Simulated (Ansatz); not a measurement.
# Molecular dynamics of W

Input:

```yaml
accuracy: low
crystal:
  lattice:
    - [6.423625, 0.0, 0.0]
    - [0.0, 6.423625, 0.0]
    - [0.0, 0.0, 6.423625]
  atoms:
    - { symbol: W, position: [0.0, 0.0, 0.0] }
    - { symbol: W, position: [0.5, 0.0, 0.0] }
    - { symbol: W, position: [0.0, 0.5, 0.0] }
    - { symbol: W, position: [0.0, 0.0, 0.5] }
    - { symbol: W, position: [0.25, 0.25, 0.25] }
    - { symbol: W, position: [0.5, 0.5, 0.0] }
    - { symbol: W, position: [0.5, 0.0, 0.5] }
    - { symbol: W, position: [0.75, 0.25, 0.25] }
    - { symbol: W, position: [0.0, 0.5, 0.5] }
    - { symbol: W, position: [0.25, 0.75, 0.25] }
    - { symbol: W, position: [0.25, 0.25, 0.75] }
    - { symbol: W, position: [0.5, 0.5, 0.5] }
    - { symbol: W, position: [0.75, 0.75, 0.25] }
    - { symbol: W, position: [0.75, 0.25, 0.75] }
    - { symbol: W, position: [0.25, 0.75, 0.75] }
    - { symbol: W, position: [0.75, 0.75, 0.75] }
basis:
  ecutwfc: 420.0
kpoints:
  mp_grid: { grid: [2, 2, 2] }
hamiltonian:
  xc: lda
scf:
  occupations: { method: fermi_dirac, width: 0.17 }
  lower_state_search: "off"
md:
  timestep: 3
  n_steps: 180
  ensemble: nvt_langevin
  temperature: 2000.0
  initial_velocities: maxwell_boltzmann
  seed: 709088
  friction: 0.02
```

Run as:

```bash
$ ansatz run input.yaml --threads 2 --pin off --max-ram 5120MiB --backend cpu --events-out ev --progress --plain --runs-dir out
```

It starts from a structure without forces on its atoms.

Output, in part (step lines):

```
md step     0: t =     0.00 fs  T =  1875.0 K  F+E_penalty+E_count = -162076.88445808 eV  E_kin = 3.877800 eV  (6 SCF iters)
md step     1: t =     3.00 fs  T =  1854.1 K  F+E_penalty+E_count = -162076.85814110 eV  E_kin = 3.834529 eV  (6 SCF iters)
md step     2: t =     6.00 fs  T =  1767.4 K  F+E_penalty+E_count = -162076.78106534 eV  E_kin = 3.655285 eV  (6 SCF iters)
md step     3: t =     9.00 fs  T =  1863.8 K  F+E_penalty+E_count = -162076.65362895 eV  E_kin = 3.854732 eV  (6 SCF iters)
md step     4: t =    12.00 fs  T =  1648.7 K  F+E_penalty+E_count = -162076.48114672 eV  E_kin = 3.409759 eV  (6 SCF iters)
md step     5: t =    15.00 fs  T =  1606.5 K  F+E_penalty+E_count = -162076.28552947 eV  E_kin = 3.322487 eV  (5 SCF iters)
md step     6: t =    18.00 fs  T =  1751.8 K  F+E_penalty+E_count = -162076.06940917 eV  E_kin = 3.622909 eV  (5 SCF iters)
md step     7: t =    21.00 fs  T =  1662.1 K  F+E_penalty+E_count = -162075.83969738 eV  E_kin = 3.437540 eV  (5 SCF iters)
[... lines left out ...]
md step   179: t =   537.00 fs  T =  2834.8 K  F+E_penalty+E_count = -162073.49101808 eV  E_kin = 5.862748 eV  (6 SCF iters)
md step   180: t =   540.00 fs  T =  2847.8 K  F+E_penalty+E_count = -162073.53994820 eV  E_kin = 5.889721 eV  (6 SCF iters)
```

The steps, from the saved trajectory:

| time (fs) | T (K) | potential energy less start (eV) |
| --- | --- | --- |
| 0.0 | 1875 | 0.000 |
| 18.0 | 1752 | 0.815 |
| 36.0 | 1533 | 2.221 |
| 54.0 | 1057 | 3.068 |
| 72.0 | 1460 | 3.239 |
| 90.0 | 2294 | 3.173 |
| 108.0 | 2356 | 3.430 |
| 126.0 | 1522 | 3.584 |
| 144.0 | 1585 | 3.445 |
| 162.0 | 2110 | 3.344 |
| 180.0 | 2434 | 3.160 |
| 198.0 | 2759 | 3.508 |
| 216.0 | 2755 | 3.763 |
| 234.0 | 2169 | 4.248 |
| 252.0 | 1759 | 4.943 |
| 270.0 | 2151 | 5.171 |
| 288.0 | 2033 | 5.121 |
| 306.0 | 2212 | 5.375 |
| 324.0 | 1170 | 6.226 |
| 342.0 | 2292 | 5.603 |
| 360.0 | 1874 | 4.663 |
| 378.0 | 2660 | 4.064 |
| 396.0 | 2411 | 3.929 |
| 414.0 | 2861 | 3.764 |
| 432.0 | 2060 | 4.365 |
| 450.0 | 1675 | 5.001 |
| 468.0 | 1632 | 4.580 |
| 486.0 | 2339 | 3.941 |
| 504.0 | 2192 | 3.581 |
| 522.0 | 2674 | 3.433 |
| 540.0 | 2848 | 3.345 |

All steps were run. A run of 0.54 ps of so small a system gives no equilibrium averages. Limits of this set-up: coarse k mesh, low accuracy level.

Mean squared displacements from the first frame to the last, about the centre of mass: W 0.03 Å².

Last frame:

```xyz
16
Lattice="6.4236 0.0000 0.0000 0.0000 6.4236 0.0000 0.0000 0.0000 6.4236" Properties=species:S:1:pos:R:3
W 0.055 -0.253 0.293
W 3.264 -0.042 0.313
W 0.313 2.998 0.320
W 0.372 0.019 3.675
W 1.798 1.414 1.812
W 3.365 3.222 0.217
W 3.549 -0.163 3.530
W 5.098 1.453 1.876
W 0.236 2.976 3.549
W 1.669 4.450 1.890
W 1.856 1.512 5.251
W 3.375 3.161 3.431
W 5.041 4.547 1.766
W 4.977 1.502 4.900
W 1.902 4.765 5.302
W 4.917 4.673 4.895
```

The run took 12 min on 2 threads of Intel(R) Xeon(R) Platinum 8488C (Sapphire Rapids) (shared host), peak memory 0.94 GiB.
